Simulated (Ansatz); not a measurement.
# C5H6AgNO: ionisation energy by level of theory

The task here is to estimate one member of a computed series from the others.

Program: Ansatz 0.2.0, Gaussian basis. Level of theory: unrestricted cation, the program's frozen cores in correlated methods. These are calculated values, not measurements.

Plan: UKS PBE-D4/def2-TZVPP; UKS r2SCAN-D4/def2-TZVPP; UKS PBE0-D4/def2-TZVPP; UKS B3LYP-D4/def2-TZVPP; UKS wB97X-V/def2-TZVPP; UKS wB97M-V/def2-TZVPP; UKS B2PLYP/def2-TZVPP; UHF-CCSD(T)/def2-TZVPP; UHF-MP2/def2-QZVPP; extrapolation to the limit; then −ε(HOMO) from the neutral's earlier runs with LDA (SPW92), PBE-D4, revPBE-D4, BLYP-D4, r2SCAN-D4, B97M-V, PBE0-D4, B3LYP-D4, r2SCANh-D4, r2SCAN0-D4, HSE06-D4, BHLYP-D4, CAM-B3LYP-D4, LC-ωPBE, ωB97X-V, ωB97M-V.

**The geometry**

An earlier PBE0-D4 in a triple-zeta def2 set relaxation fixed the geometry. Ag takes the def2 core potential; no spin-orbit term is included.

SMILES `[OH][Ag-][n+]1ccccc1`, 14 atoms, charge 0, spin multiplicity 1.

Atoms are counted from 1 here; the program's logs count them from 0.

Bond lengths: O1–Ag2 1.977 Å, O1–H9 0.960 Å, Ag2–N3 2.106 Å, N3–C4 1.336 Å, N3–C8 1.336 Å, C4–C5 1.382 Å, C4–H10 1.083 Å, C5–C6 1.385 Å, C5–H11 1.082 Å, C6–C7 1.385 Å, C6–H12 1.084 Å, C7–C8 1.382 Å, C7–H13 1.082 Å, C8–H14 1.083 Å. Angles: Ag2–O1–H9 109.8°, O1–Ag2–N3 176.0°, Ag2–N3–C4 121.2°, Ag2–N3–C8 120.5°, C4–N3–C8 118.2°, N3–C4–C5 122.7°, N3–C4–H10 116.2°, C5–C4–H10 121.1°, C4–C5–C6 118.9°, C4–C5–H11 119.6°, C6–C5–H11 121.5°, C5–C6–C7 118.6°, C5–C6–H12 120.7°, C7–C6–H12 120.7°, C6–C7–C8 118.9°, C6–C7–H13 121.5°, C8–C7–H13 119.6°, N3–C8–C7 122.7° and more.

Set-up of the first run:

File in.yaml:

```yaml
crystal:
  periodic: [false, false, false]
  atoms:
    - {symbol: O, position_ang: [-2.715892, -3.608126, 0.695169]}
    - {symbol: Ag, position_ang: [-1.566352, -2.019068, 0.444112]}
    - {symbol: N, position_ang: [-0.284081, -0.393418, 0.060861]}
    - {symbol: C, position_ang: [-0.236473, 0.659973, 0.881125]}
    - {symbol: C, position_ang: [0.594347, 1.742077, 0.659477]}
    - {symbol: C, position_ang: [1.413292, 1.738866, -0.457020]}
    - {symbol: C, position_ang: [1.366967, 0.648996, -1.309755]}
    - {symbol: C, position_ang: [0.507426, -0.392745, -1.015843]}
    - {symbol: H, position_ang: [-3.287224, -3.479530, 1.455443]}
    - {symbol: H, position_ang: [-0.890797, 0.625513, 1.743317]}
    - {symbol: H, position_ang: [0.592918, 2.569885, 1.356860]}
    - {symbol: H, position_ang: [2.076452, 2.571647, -0.659213]}
    - {symbol: H, position_ang: [1.986603, 0.597814, -2.195763]}
    - {symbol: H, position_ang: [0.442803, -1.261874, -1.658769]}
basis:
  gaussian: {orbitals: def2-TZVPP}
total_charge: 1
magnetization: {spin_polarized: true, initial_magnetization: 1}
hamiltonian: {xc: pbe, dispersion: d4}
```

On the command line:

```sh
$ ansatz run in.yaml --threads 2 --pin off --events-out ev --progress --plain --max-ram 20480MiB --backend cuda --devices 0, --max-vram 18GiB
```

Among the steps run: Cation, UKS PBE-D4/def2-TZVPP; Cation, UKS r2SCAN-D4/def2-TZVPP; Cation, UKS PBE0-D4/def2-TZVPP; Cation, UKS B3LYP-D4/def2-TZVPP; Cation, UKS wB97X-V/def2-TZVPP; Cation, UKS wB97M-V/def2-TZVPP; Cation, UKS B2PLYP (frozen core)/def2-TZVPP; Cation, UHF-CCSD(T)/def2-TZVPP; Cation, UHF-MP2/def2-QZVPP.

One of the session's tables, all rows but one given; the rest of the session is left out.

For comparison, −ε(HOMO) of the neutral from earlier runs:

| functional | −ε(HOMO) (eV) |
| --- | --- |
| LDA (SPW92) | 4.77 |
| PBE-D4 | 4.50 |
| revPBE-D4 | 4.40 |
| BLYP-D4 | 4.40 |
| r2SCAN-D4 | 4.69 |
| B97M-V | 4.75 |
| PBE0-D4 | 5.79 |
| B3LYP-D4 | 5.60 |
| r2SCANh-D4 | 5.18 |
| r2SCAN0-D4 | 5.98 |
| HSE06-D4 | ? |
| BHLYP-D4 | 7.19 |
| CAM-B3LYP-D4 | 7.21 |
| LC-ωPBE | 8.44 |
| ωB97X-V | 8.16 |
| ωB97M-V | 8.16 |

**Question.** Estimate the row for HSE06-D4.

As computed: −ε(HOMO) (eV): 5.39. In the column «−ε(HOMO) (eV)» it lies between r2SCANh-D4 (5.18) and B3LYP-D4 (5.60).
